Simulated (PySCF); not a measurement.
# [Bi3]3+: other functionals and bases at one geometry

An exercise on one series of results from a longer session: the logs are not shown, and one member is left open.

The runs use PySCF 2.14.0; several levels, as the steps say, no spin–orbit coupling.

2 further runs of the same task are left out: 2 for a known fault of the program.

## Where the work starts

3 atoms, charge 3, spin multiplicity 1.

Bond lengths: Bi1–Bi2 2.832 Å, Bi2–Bi3 2.832 Å. Angles: Bi1–Bi2–Bi3 180.0°.

As a file:

```
Bi    0.0000    0.0000    2.8317
Bi    0.0000    0.0000    0.0000
Bi    0.0000    0.0000   -2.8317
```

An earlier session relaxed this geometry at PBE0, Bi def2-SVP with ECP60 (singlet, point group D∞h).

At PBE0 on the finer grid: E = -642.618184 Eh, HOMO -20.20 eV, LUMO -18.40 eV, Mulliken charge on Bi1 +1.30 e, largest force component 0.003 eV/Å. The gap is small, and the closed shell wasn't tested for a lower spin-broken solution.

Levels to run: TPSS; BP86; HF; M06-L; PBE0, TZVP; PBE0, x2c-SVP. Hardware: 2 threads of Arm Neoverse V1, shared host.

Set-up of the first run:

The input, run.py (the lines that set the calculation):

```python
mol = gto.M(atom='''
Bi     0.00000     0.00000     2.83175
Bi     0.00000     0.00000     0.00000
Bi     0.00000     0.00000    -2.83175''',
    basis={'Bi': 'def2-SVP'},
    ecp={'Bi': 'def2-SVP'},
    charge=3, spin=0)
mf = dft.RKS(mol, xc='TPSS')
mf.grids.atom_grid = (75, 302)
mf = mf.density_fit()  # fitting sets: Bi def2-universal-JKFIT
mf.conv_tol = 1e-08; mf.max_cycle = 55
mf.kernel(dm0)  # dm0: the density of the relaxed state
```

Started as:

```sh
$ OMP_NUM_THREADS=2 python run.py
```

Among the steps run: TPSS; BP86; HF; M06-L; PBE0, TZVP; PBE0, x2c-SVP.

One table of the session follows, with a row left open; its other results are not shown here.

```
              level  HOMO (eV)  gap (eV)  charge on Bi1 (e)  largest force component (eV/Å)
PBE0 (relaxed here)     -20.20      1.80               1.30                            0.00
               TPSS     -19.69      0.88               1.27                            0.41
               BP86          ?         ?                  ?                               ?
                 HF     -20.81      4.82               1.42                            0.64
              M06-L     -19.50      0.95               1.32                            0.65
         PBE0, TZVP     -20.17      1.85               1.29                            0.23
      PBE0, x2c-SVP     -20.27      1.81               1.30                            0.54
```

Estimate the missing values for BP86.

As computed: HOMO (eV): -19.87; gap (eV): 0.86; charge on Bi1 (e): 1.27; largest force component (eV/Å): 0.54. In the column «HOMO (eV)» it lies between PBE0, TZVP (-20.17) and TPSS (-19.69).

In one basis the HOMO–LUMO gap runs from 0.86 eV (BP86) to 4.82 eV (HF). The largest leftover force, 0.65 eV/Å with M06-L, stands at a geometry relaxed at another level. Total energies of different levels can't be compared.
